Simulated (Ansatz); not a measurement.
# CH₃FIIn: one species, many methods

One table from this session's results is given with a row withheld; the runs are named, their logs left out.

Computed with Ansatz 0.2.0, Gaussian basis. Level: functionals in def2-TZVPP, the program's frozen cores in correlated methods.

Levels to be run: LDA (SPW92), PBE-D4, revPBE-D4, BLYP-D4, r2SCAN-D4, B97M-V, PBE0-D4, B3LYP-D4, r2SCANh-D4, r2SCAN0-D4, HSE06-D4, BHLYP-D4, CAM-B3LYP-D4, LC-ωPBE, ωB97X-V, ωB97M-V, B2PLYP, PBE-QIDH; CCSD(T)/def2-SVP; CCSD(T)/def2-TZVPP; MP2/def2-QZVPP; extrapolation to the limit; RPA on PBE.

### The geometry

All runs share one geometry, relaxed beforehand with PBE0-D4 in a triple-zeta def2 set. In, I take the def2 core potential; no spin-orbit term is included.

SMILES `[F][InH][CH2]I`, 7 atoms, charge 0, spin multiplicity 1.

Atoms are counted from 1 here; the program's logs count them from 0.

Bond lengths: F1–In2 1.962 Å, In2–C3 2.136 Å, In2–H5 1.696 Å, C3–I4 2.157 Å, C3–H6 1.086 Å, C3–H7 1.086 Å. Angles: F1–In2–C3 107.7°, F1–In2–H5 113.9°, C3–In2–H5 138.3°, In2–C3–I4 101.1°, In2–C3–H6 113.4°, In2–C3–H7 117.1°, I4–C3–H6 106.4°, I4–C3–H7 106.2°, H6–C3–H7 111.3°.

Set-up of the first run:

in.yaml reads:

```yaml
crystal:
  periodic: [false, false, false]
  atoms:
    - {symbol: F, position_ang: [-1.255653, -2.159029, 0.134869]}
    - {symbol: In, position_ang: [-1.136635, -0.200837, 0.167482]}
    - {symbol: C, position_ang: [0.933294, 0.323163, 0.226950]}
    - {symbol: I, position_ang: [1.317457, 0.736117, -1.854538]}
    - {symbol: H, position_ang: [-2.637571, 0.581154, 0.057199]}
    - {symbol: H, position_ang: [1.579767, -0.506282, 0.499161]}
    - {symbol: H, position_ang: [1.199340, 1.225704, 0.768876]}
basis:
  gaussian: {orbitals: def2-TZVPP}
hamiltonian: {xc: lda}
output: {orbitals: {seedname: orbitals}}
```

Among the steps run: LDA; PBE-D4 (GGA); revPBE-D4 (GGA); BLYP-D4 (GGA); r2SCAN-D4 (meta-GGA); B97M-V (meta-GGA); PBE0-D4 (hybrid); B3LYP-D4 (hybrid); r2SCANh-D4 (hybrid); r2SCAN0-D4 (hybrid); HSE06-D4 (hybrid); BHLYP-D4 (hybrid); CAM-B3LYP-D4 (range-separated); LC-ωPBE (range-separated); ωB97X-V (range-separated); ωB97M-V (range-separated); B2PLYP (double hybrid); PBE-QIDH (double hybrid).

One of the session's tables, all rows but one given; the rest of the session is left out.

It belongs to the step «Orbital energies across the functionals». 

```
  functional  HOMO (eV)  LUMO (eV)  gap (eV)
 LDA (SPW92)      -6.47      -2.80      3.67
      PBE-D4      -6.30      -2.58      3.72
   revPBE-D4      -6.24      -2.49      3.75
     BLYP-D4      -6.15      -2.52      3.63
   r2SCAN-D4      -6.55      -2.38      4.17
      B97M-V      -6.57      -2.46      4.11
     PBE0-D4      -7.40      -1.80      5.61
    B3LYP-D4      -7.19      -2.07      5.12
  r2SCANh-D4      -6.96      -2.09      4.86
  r2SCAN0-D4          ?          ?         ?
    HSE06-D4      -7.01      -2.16      4.85
    BHLYP-D4      -8.36      -1.09      7.27
CAM-B3LYP-D4      -8.64      -0.93      7.71
     LC-ωPBE      -9.93       0.22     10.15
     ωB97X-V      -9.60       0.07      9.67
     ωB97M-V      -9.49      -0.19      9.30
```

Q: Estimate the row for r2SCAN0-D4 from the others.

Worked estimate for «HOMO (eV)». Against the share of exact exchange, r2SCAN-D4 (0, -6.55), r2SCANh-D4 (0.1, -6.96) give a slope of -4.10 per unit share; at 0.25 the line stands at -7.57.

The run gave: HOMO (eV): -7.57; LUMO (eV): -1.68; gap (eV): 5.89. In «HOMO (eV)» the line misses by 0.00.
